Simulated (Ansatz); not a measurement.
# BGeH₃+ (doublet): from Hartree-Fock to the top rungs, cc-pVDZ

One table from this session's results is given with a row withheld; the runs are named, their logs left out.

Computed with Ansatz 0.2.0, Gaussian basis. Level: cc-pVDZ, core rule «outside noble gas», up to 15 orbitals frozen.

The runs, in order: UHF; CCSD(T) on ROHF; CCSD(T) on UHF; BCCD(T) on ROHF; CISD; CCSDT(Q) on ROHF; CCSDT(Q) on UHF; CASSCF and MRCISD+Q, 9 electrons in 11 orbitals; CASSCF and NEVPT2, 9 electrons in 11 orbitals.

4 further runs of the same task are left out: 4 set aside as unsound or not needed.

### What is computed

The geometry is a PBE0/def2-TZVP stationary point (not a proven minimum) of the parent state, kept for this charge and spin. No spin-orbit coupling is included. The filled d shell of Ge may be among the frozen orbitals whatever the setting's name suggests; the logs give the count.

5 atoms, charge 1, spin multiplicity 2.

Atoms are counted from 1 here; the program's logs count them from 0.

Bond lengths: Ge1–B2 1.949 Å, Ge1–H3 1.780 Å, B2–H3 1.366 Å, B2–H4 1.203 Å, B2–H5 1.203 Å. Angles: B2–Ge1–H3 42.7°, Ge1–B2–H3 62.0°, Ge1–B2–H4 120.1°, Ge1–B2–H5 120.1°, H3–B2–H4 106.0°, H3–B2–H5 106.0°, H4–B2–H5 119.4°, Ge1–H3–B2 75.3°.

Coordinates:

```xyz
5

Ge   -0.0022    0.0000    0.3187
B    -0.0666    0.0000   -1.6292
H     1.1607    0.0000   -1.0289
H    -0.1421   -1.0387   -2.2309
H    -0.1421    1.0387   -2.2309
```

Set-up of the first run:

in.yaml

```yaml
crystal:
  periodic: [false, false, false]
  atoms:
    - {symbol: Ge, position_ang: [-0.002248, 0.000000, 0.318665]}
    - {symbol: B, position_ang: [-0.066617, -0.000001, -1.629219]}
    - {symbol: H, position_ang: [1.160664, 0.000000, -1.028885]}
    - {symbol: H, position_ang: [-0.142071, -1.038714, -2.230917]}
    - {symbol: H, position_ang: [-0.142072, 1.038712, -2.230918]}
basis:
  gaussian: {orbitals: cc-pVDZ}
total_charge: 1
magnetization: {spin_polarized: true, initial_magnetization: 1}
hamiltonian: {xc: hf}
output: {orbitals: {seedname: orbitals}}
```

Launch:

```console
> ansatz run in.yaml --threads 1 --pin off --events-out ev --progress --plain --max-ram 4096MiB --backend cpu
```

Among the steps run: UHF; CCSD(T) on ROHF; CCSD(T) on UHF; BCCD(T) on ROHF; CISD; CCSDT(Q) on ROHF; CCSDT(Q) on UHF; CASSCF and MRCISD+Q, 9 electrons in 11 orbitals; CASSCF and NEVPT2, 9 electrons in 11 orbitals.

One table of the session follows, with a row left open; its other results are not shown here.

| method | from UCCSDT(Q) (kJ/mol) |
| --- | --- |
| ROHF | +518.6 |
| UHF | ? |
| RMP2 | +112.7 |
| UMP2 | +115.7 |
| CISD | +54.0 |
| RCCSD | +19.6 |
| UCCSD | +18.9 |
| RCCSD(T) | +4.1 |
| UCCSD(T) | +3.9 |
| BCCD(T) | +4.1 |
| RCCSDT | +1.0 |
| UCCSDT | +0.7 |
| RCCSDT(Q) | +0.4 |
| UCCSDT(Q) | 0 |
| CASSCF valence | +265.3 |
| NEVPT2 valence | +67.4 |
| MRCISD valence | +14.3 |
| MRCISD+Q valence | +1.4 |

**Question.** Estimate the row for UHF.

**Answer.** from UCCSDT(Q) (kJ/mol): +503.3. In the column «from UCCSDT(Q) (kJ/mol)» it lies between CASSCF valence (+265.3) and ROHF (+518.6).

Caveats from the session: Restricted and unrestricted rows rest on different reference determinants; where their highest levels disagree by more than a few hundredths of an eV, they describe different states and don't form one ladder.
